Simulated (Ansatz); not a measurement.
**InF: strong compression**

The task here is to estimate one member of a computed series from the others.

Program: Ansatz 0.2.0. Level of theory: DFT PBEsol, with the methods named in each step. These are calculated values, not measurements.

**The system as given**

Symmetry: F-43m, No. 216, cubic system. The conventional cell has a = 4.810 Å, b = 4.810 Å, c = 4.810 Å, α = 90.00°, β = 90.00°, γ = 90.00°. In (site symmetry -43m) is surrounded by 4 F at 2.08 Å. F (site symmetry -43m) is surrounded by 4 In at 2.08 Å.

As a file:

```
CELL_PARAMETERS angstrom
0.00000 2.40495 2.40495
2.40495 0.00000 2.40495
2.40495 2.40495 0.00000
ATOMIC_POSITIONS crystal
In 0.00000 0.00000 0.00000
F 0.25000 0.25000 0.25000
```

Whether this phase is the stable one at these pressures isn't tested.

Atoms are numbered in the order of the input: In1, F2.

The first run:

input.yaml

```yaml
crystal:
  lattice:
    - [0.0, 2.4049482736, 2.4049482736]
    - [2.4049482736, 0.0, 2.4049482736]
    - [2.4049482736, 2.4049482736, 0.0]
  atoms:
    - { symbol: In, position: [0.0, 0.0, 0.0] }
    - { symbol: F, position: [0.25, 0.25, 0.25] }
kpoints:
  mp_grid: { grid: [14, 14, 14] }
scf:
  occupations: { method: fermi_dirac, width: 0.08 }
hamiltonian:
  xc: pbesol
  pseudopotentials: { kind: paw }
output:
  forces: true
  stress: true
relax:
  f_tol: 0.005
  max_steps: 40
  cell: {}
```

On the command line:

```bash
ansatz run input.yaml --threads 1 --pin off --max-ram 2048MiB --backend cpu --events-out ev --progress --plain --runs-dir out
```

Steps of the session up to this table: Cell relaxed at zero pressure, PAW; Volume scaled by 1, PAW; Volume scaled by 0.95, PAW; Volume scaled by 0.85, PAW; Volume scaled by 0.75, PAW; Volume scaled by 0.65, PAW; Volume scaled by 0.55, PAW; Volume scaled by 0.45, PAW; Volume scaled by 0.45, PAW (level accurate); Volume scaled by 0.4, PAW; Volume scaled by 0.4, PAW (source ansatz).

One of the session's tables, all rows but one given; the rest of the session is left out.

```
              method  volume over the first  volume (Å³/atom)  pressure (GPa)
                 PAW                      1            24.909            0.03
                 PAW                   0.95                 ?               ?
                 PAW                   0.85            21.172            6.30
                 PAW                   0.75            18.681           14.29
                 PAW                   0.65            16.191           28.03
                 PAW                   0.55            13.700           56.51
                 PAW                   0.45            11.209          127.48
                 PAW                    0.4             9.963          199.10
PAW (level accurate)                   0.45            11.209          127.31
 PAW (source ansatz)                    0.4             9.963          198.93
```

Q: Estimate the row for PAW, 0.95 from the others.

As computed: volume (Å³/atom): 23.663; pressure (GPa): 1.58. In the column «volume (Å³/atom)» it lies between PAW, 0.85 (21.172) and PAW, 1 (24.909).
